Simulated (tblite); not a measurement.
# CH6B4F2S: the cost of one run

The runs use tblite 0.8.0 and PySCF 2.14.0, with density-fitted response routines of our own; the level of theory stands in each step. All values are computed, except where a source is named. Atoms count from 0, in the outputs and in this text.

## (1) Starting geometry

14 atoms, charge 0, multiplicity 1; geometry from: force field or distance geometry start.

Bonds of the start (Å): B0–S1 1.91, S1–B2 1.89, B2–C3 1.61, C3–B4 1.60, B4–B5 1.68, B5–F6 1.46, B5–F7 1.44, B0–H8 1.19, B0–H9 1.18, B2–H10 1.18, C3–H11 1.09, C3–H12 1.12, B4–H13 1.18.

## (2) Relaxing the molecule with GFN2-xTB

What the job is given:

```
{"job": {"kind": "relax", "xc": "GFN2-xTB", "basis": "xTB"}, "charge": 0, "multiplicity": 1}
B      3.706100     0.586000     0.017400
S      1.916600     0.743500    -0.627900
B      0.716900    -0.199600     0.486900
C     -0.629600    -0.710700    -0.224800
B     -1.905300    -0.418800     0.703700
B     -3.037300     0.600500     0.002200
F     -2.502200     1.850700    -0.526500
F     -3.972900    -0.079500    -0.859100
H      4.344900     1.587800    -0.040300
H      4.283800    -0.389400    -0.314800
H      0.710200    -0.089300     1.665100
H     -0.760100    -0.279900    -1.219800
H     -0.512200    -1.824600    -0.315700
H     -2.359500    -1.377200     1.231300
```

Launch:

```bash
> OMP_NUM_THREADS=1 python probes_run.py task.json out
```

This one command runs all jobs of the session in turn.

Q: Estimate the wall time and peak memory of this first job on 1 thread of Arm Neoverse N1, shared host.

About 1.6 s, with a peak of 0.18 GiB.
